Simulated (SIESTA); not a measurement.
Ba2Tl5V3O12 in SIESTA: convergence with real-space mesh cutoff

The system is Ba2Tl5V3O12.

```xyz
22
Lattice="6.6527 0.0495 0.0202 2.8607 8.3646 0.0038 2.6828 2.4694 9.1957" Properties=species:S:1:pos:R:3 pbc="T T T"
Ba    5.5442    0.4859    0.2246
Ba    5.0453    8.8099    3.1356
V     7.8851    6.7880    3.1058
V     2.5747    2.3174    0.3028
V     2.2646    2.2781    6.0800
Tl    3.7845    4.2101    3.2255
Tl    6.5448    4.4409    5.5815
Tl    8.1264    9.0456    6.1615
Tl    6.6930    4.4787    1.0881
Tl    4.6212    7.2113    6.8375
O     3.6229    2.1646    4.9879
O     8.0188    5.0381    3.1811
O     3.7266    2.1571    1.5981
O     7.5372    1.8755    5.1646
O     4.9576    6.4605    9.0991
O     7.0474    7.3889    4.4933
O     8.6870    3.8848    6.7562
O     6.8904    7.1926    1.7495
O     1.1117    1.6298    0.9364
O     5.2975    9.5590    7.4268
O     5.9074    3.9074    8.2110
O     9.3999    7.5353    2.8601
```

The cell was built by a generator and needn't be a form met in nature.

- Program: SIESTA 5.4.2
- Task: single point
- Functional: PBE
- Potentials or basis: PseudoDojo 0.4 standard (PBE files)
- Basis: DZP (energy shift 0.003 Ry; two zetas on semicore shells; d shell added on Ba)
- Grid cutoff: 100 Ry
- Energy shift: 0.003 Ry
- k mesh: 5 × 4 × 3
- Occupations: fermi-dirac, width 0.05 eV
- Spin: collinear spin, ferromagnetic start
- Starting moments: [0.0, 0.0, 2.0, 2.0, 2.0, 0.0, 0.0, 0.0, 0.0, 0.0, 0.0, 0.0, 0.0, 0.0, 0.0, 0.0, 0.0, 0.0, 0.0, 0.0, 0.0, 0.0] μB

These are the settings of the first run; the series varies real-space mesh cutoff, with any setting tied to it.

Hardware: 4 MPI ranks on Intel(R) Xeon(R) Platinum 8259CL CPU @ 2.50GHz (Skylake/Cascade Lake) (shared host).

Task: The values tried are 100 Ry, 150 Ry, 200 Ry, 300 Ry, 400 Ry, 500 Ry, 700 Ry, 900 Ry, 1200 Ry, loosest first. From which on does the pressure stay within 0.1 GPa of the tightest run that finished?

Result: From 150 Ry on.

```csv
real-space mesh cutoff,"energy less the tightest run, at zero smearing (meV/atom)",pressure (GPa),SCF cycles,CPU time (s)
100 Ry,-10.82,1.33,21,430
150 Ry,0.70,1.11,21,480
200 Ry,1.92,1.06,21,520
300 Ry,1.04,1.04,21,690
400 Ry,0.50,1.05,21,860
500 Ry,0.24,1.05,21,1100
700 Ry,0.08,1.05,21,1600
900 Ry,0.02,1.05,21,2100
1200 Ry,0.00,1.05,21,2900
```

Against the tightest run, the energy stays within 1 meV/atom from 400 Ry on. Values are those asked for, which the program may round to a finer grid. The tightest run that finished is the yardstick and may itself not be fully converged.

Caveat, for the tightest run too: this set's barium file shifts pressures by up to 1 GPa against other sets; the basis of atomic orbitals isn't converged, which shifts pressures, moduli and gaps.
